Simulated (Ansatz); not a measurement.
# Al2Si2H6 (SMILES [SiH3][Al]1[AlH][SiH2]1): HF/STO-3G

What is the vertical ionisation energy of Al2Si2H6 at HF/STO-3G? 

The results are computed with Ansatz 0.2.0.

44 further runs of the same task are left out: 44 set aside as unsound or not needed. Runs told in other sessions of the task aren't counted.

## 1. The system as given

Al2Si2H6 has 10 atoms, charge 0, and is taken as a singlet. SMILES: `[SiH3][Al]1[AlH][SiH2]1`. The shape is that of a PBE0-D4/def2-TZVP optimisation.

Bond lengths: Si1–Al2 2.460 Å, Al2–Al3 2.479 Å, Al2–Si4 2.439 Å, Al3–Si4 2.343 Å, Si1–H5 1.491 Å, Si1–H6 1.491 Å, Si1–H7 1.490 Å, Al3–H8 1.585 Å, Si4–H9 1.581 Å, Si4–H10 1.500 Å. Some angles: Si1–Al2–Al3 164.4°, Si1–Al2–Si4 136.1°, Al3–Al2–Si4 56.9°, Al2–Al3–Si4 60.7°, Al2–Si4–Al3 62.4°, Al2–Si1–H5 110.3°, Al2–Si1–H6 111.0°, Al2–Si1–H7 111.8°, Al2–Al3–H8 149.8°, Si4–Al3–H8 135.8°.

## 2. The energy at HF/STO-3G

run.yaml

```yaml
crystal:
  periodic: [false, false, false]
  atoms:
    - {symbol: Si, position_ang: [-1.426500, 1.264600, -1.412100]}
    - {symbol: Al, position_ang: [-0.140100, -0.429800, -0.177000]}
    - {symbol: Al, position_ang: [0.542000, -2.376000, 1.198900]}
    - {symbol: Si, position_ang: [1.875500, -0.449300, 1.195500]}
    - {symbol: H, position_ang: [-1.958600, 0.687200, -2.679200]}
    - {symbol: H, position_ang: [-2.589700, 1.742300, -0.611500]}
    - {symbol: H, position_ang: [-0.589800, 2.446700, -1.761500]}
    - {symbol: H, position_ang: [0.798300, -3.933700, 1.336500]}
    - {symbol: H, position_ang: [0.619900, 0.509800, 1.257200]}
    - {symbol: H, position_ang: [2.952200, 0.487100, 1.656400]}
basis:
  gaussian:
    orbitals: STO-3G
hamiltonian:
  xc: hf
accuracy: high
output: {orbitals: {seedname: orbitals}}
```

Started as:

```bash
$ ansatz run run.yaml --threads 1 --pin off --max-ram 2610MiB --events-out events.jsonl --progress --plain --runs-dir runs
```

The program printed:

```text
Warning: RAYON_NUM_THREADS=1 ignored (pool sized by the plan → 1); use --threads N
Functional definition: HF
  name "HF"
  exchange = exact_x
  correlation = 0
819 factors; integrals over basis functions are off by at most 1.3e-8 eV
mean field evaluation 1: about -28639.3472 eV, gradient 1.8e1 eV
mean field evaluation 2: about -28639.3792 eV, gradient 1.8e1 eV
mean field evaluation 4: about -28641.4542 eV, gradient 2.7e0 eV
mean field evaluation 8: about -28641.5368 eV, gradient 8.8e-5 eV
mean field -28641.53283665 eV, -1052.5569178185 hartree, gradient 2.0e-8 eV, S^2 0.000000; 0 other end points of the search recorded, 0 dependent functions left out
reference -28641.53283665 eV, -1052.5569178185 hartree; 30, 30 occupied and 12, 12 virtual orbitals, 819 factors
Total energy: -28641.53283665 eV, -1052.5569178185 hartree
```

Wall time 0.28 s (1 thread of AMD EPYC 9R45 (Zen 5), shared host).

## 3. The doublet cation, same level

job.yaml

```yaml
crystal:
  periodic: [false, false, false]
  atoms:
    - {symbol: Si, position_ang: [-1.426500, 1.264600, -1.412100]}
    - {symbol: Al, position_ang: [-0.140100, -0.429800, -0.177000]}
    - {symbol: Al, position_ang: [0.542000, -2.376000, 1.198900]}
    - {symbol: Si, position_ang: [1.875500, -0.449300, 1.195500]}
    - {symbol: H, position_ang: [-1.958600, 0.687200, -2.679200]}
    - {symbol: H, position_ang: [-2.589700, 1.742300, -0.611500]}
    - {symbol: H, position_ang: [-0.589800, 2.446700, -1.761500]}
    - {symbol: H, position_ang: [0.798300, -3.933700, 1.336500]}
    - {symbol: H, position_ang: [0.619900, 0.509800, 1.257200]}
    - {symbol: H, position_ang: [2.952200, 0.487100, 1.656400]}
basis:
  gaussian:
    orbitals: STO-3G
total_charge: 1
magnetization:
  spin_polarized: true
  initial_magnetization: 1
hamiltonian:
  xc: hf
accuracy: high
output:
  orbitals: {seedname: orbitals}
```

Started as:

```bash
$ ansatz run job.yaml --threads 1 --pin off --max-ram 2610MiB --events-out events.jsonl --progress --plain --runs-dir runs
```

The program printed:

```text
Warning: RAYON_NUM_THREADS=1 ignored (pool sized by the plan → 1); use --threads N
[... 4 set-up lines as earlier in the session ...]
817 factors; integrals over basis functions are off by at most 1.3e-8 eV
mean field evaluation 1: about -28637.2050 eV, gradient 1.2e1 eV
mean field evaluation 2: about -28637.2278 eV, gradient 1.2e1 eV
mean field evaluation 4: about -28639.4084 eV, gradient 1.5e0 eV
mean field evaluation 8: about -28639.4833 eV, gradient 2.2e-3 eV
mean field evaluation 16: about -28638.6859 eV, gradient 3.6e0 eV
mean field evaluation 32: about -28638.2907 eV, gradient 4.8e0 eV
mean field evaluation 64: about -28639.4798 eV, gradient 2.9e-2 eV
mean field -28639.47984133 eV, -1052.4814716323 hartree, gradient 1.9e-8 eV, S^2 0.768409; 1 other end points of the search recorded, 0 dependent functions left out
reference -28639.47984133 eV, -1052.4814716323 hartree; 30, 29 occupied and 12, 13 virtual orbitals, 817 factors
Total energy: -28639.47984133 eV, -1052.4814716323 hartree
```

Run time: 0.58 s. Hardware: 1 thread of AMD EPYC 9R45 (Zen 5), shared host; peak memory 0.14 GiB.

## 4. Results

At HF/STO-3G:

```
                                                    quantity           value
                              singlet Al2Si2H6: total energy  -1052.55692 Eh
                               singlet Al2Si2H6: HOMO energy        -2.93 eV
                               singlet Al2Si2H6: LUMO energy         7.23 eV
                             singlet Al2Si2H6: HOMO–LUMO gap        10.15 eV
                                doublet cation: total energy  -1052.48147 Eh
          doublet cation: HOMO energy (highest over α and β)        -9.91 eV
           doublet cation: LUMO energy (lowest over α and β)        -1.44 eV
                                        doublet cation: ⟨S²⟩           0.768
vertical ionisation energy (to the doublet cation), in doubt        2.053 eV
```

In words: The vertical ionisation energy comes to 2.05 eV (198 kJ/mol). −ε(HOMO) before ionisation, 2.93 eV, is 0.88 eV above this ionisation energy. This ionisation energy lies far from the orbital energy or is small for a neutral ground state: the minimal basis may be the cause, the hole may sit in another orbital, or the first species is not in its lowest state. In a minimal basis such a difference can be off by several eV, whatever the method.
